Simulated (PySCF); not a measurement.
# Ca2 at other levels of theory

What do other methods print for Ca2?

Method: each script names its method and basis; program: PySCF 2.14.0.

1 further run of the same task is left out (it didn't finish).

## (1) Where the work starts

Ca2: 2 atoms, charge 0, spin multiplicity 1.

Bond lengths: Ca1–Ca2 3.021 Å.

## (2) Base script

Input file input.py:

```python
from pyscf import gto, scf, cc

mol = gto.M(
    atom='Ca 0 0 0; Ca 0 0 3.021',
    basis='3-21g',
    charge=0,
    spin=0,
    symmetry=True,
    verbose=4,
)
mf = scf.RHF(mol)
mf.kernel()
mycc = cc.CCSD(mf, frozen=10)
mycc.kernel()
e = mycc.eaccsd(nroots=8)[0]
print('roots (eV) =', (e*27.211386).round(3))
mf.dip_moment()
print('orbital energies (hartree):', mf.mo_energy[..., max(0, mol.nelec[1]-3):mol.nelec[0]+3].round(4))
```

The run is started by

```bash
$ OMP_NUM_THREADS=1 python input.py
```

## (3) TDHF

Run 1 changes step after the SCF: eomea → tddft; number of roots: 8 → 4.

Input file input.py:

```python
from pyscf import gto, scf, tdscf

mol = gto.M(
    atom='Ca 0 0 0; Ca 0 0 3.021',
    basis='3-21g',
    charge=0,
    spin=0,
    symmetry=True,
    verbose=4,
)
mf = scf.RHF(mol)
mf.kernel()
td = tdscf.TDHF(mf)
td.nstates = 4
td.kernel()
td.analyze()
mf.dip_moment()
print('orbital energies (hartree):', mf.mo_energy[..., max(0, mol.nelec[1]-3):mol.nelec[0]+3].round(4))
```

## (4) Gradient

Run 2 changes step after the SCF: eomea → gradient.

Input file input.py:

```python
from pyscf import gto, scf

mol = gto.M(
    atom='Ca 0 0 0; Ca 0 0 3.021',
    basis='3-21g',
    charge=0,
    spin=0,
    symmetry=True,
    verbose=4,
)
mf = scf.RHF(mol)
mf.kernel()
mf.nuc_grad_method().kernel()
mf.dip_moment()
print('orbital energies (hartree):', mf.mo_energy[..., max(0, mol.nelec[1]-3):mol.nelec[0]+3].round(4))
```

## (5) Number of roots 2

Run 3 changes number of roots: 8 → 2.

Edit input.py of step 2 so:

```diff
@@ -14,3 +14,3 @@
 mycc.kernel()
-e = mycc.eaccsd(nroots=8)[0]
+e = mycc.eaccsd(nroots=2)[0]
 print('roots (eV) =', (e*27.211386).round(3))
```

## (6) CCSD

Run 4 changes step after the SCF: eomea → ccsd.

Edit input.py of step 2 so:

```diff
@@ -14,4 +14,2 @@
 mycc.kernel()
-e = mycc.eaccsd(nroots=8)[0]
-print('roots (eV) =', (e*27.211386).round(3))
 mf.dip_moment()
```

## (7) TDA

Run 5 changes step after the SCF: eomea → tda; number of roots: 8 → 6.

Input file input.py:

```python
from pyscf import gto, scf, tdscf

mol = gto.M(
    atom='Ca 0 0 0; Ca 0 0 3.021',
    basis='3-21g',
    charge=0,
    spin=0,
    symmetry=True,
    verbose=4,
)
mf = scf.RHF(mol)
mf.kernel()
td = tdscf.TDA(mf)
td.nstates = 6
td.kernel()
td.analyze()
mf.dip_moment()
print('orbital energies (hartree):', mf.mo_energy[..., max(0, mol.nelec[1]-3):mol.nelec[0]+3].round(4))
```

**Question.** What will these runs give? Wanted: for each run, E(SCF); from base; gap; after the SCF.

The runs gave:

| run | E(SCF) (hartree) | from base (eV) | cycles | gap (eV) | after the SCF |
| --- | --- | --- | --- | --- | --- |
| base | -1346.747264 | 0 | 7 | 4.14 | CCSD correlation -1.574 eV, core frozen, first root -0.28 eV |
| TDHF | -1346.747264 | 0.0000 | 7 | 4.14 | lowest root found 0.78 eV |
| gradient | -1346.747264 | 0.0000 | 7 | 4.14 | n/a |
| number of roots 2 | -1346.747264 | 0.0000 | 7 | 4.14 | CCSD correlation -1.574 eV, core frozen, first root -0.28 eV |
| CCSD | -1346.747264 | 0.0000 | 7 | 4.14 | CCSD correlation -1.574 eV, core frozen |
| TDA | -1346.747264 | 0.0000 | 7 | 4.14 | lowest root found 0.87 eV |

What this shows: Total energies from different bases, Hamiltonians or methods carry different errors, so properties are taken as differences within one set-up.
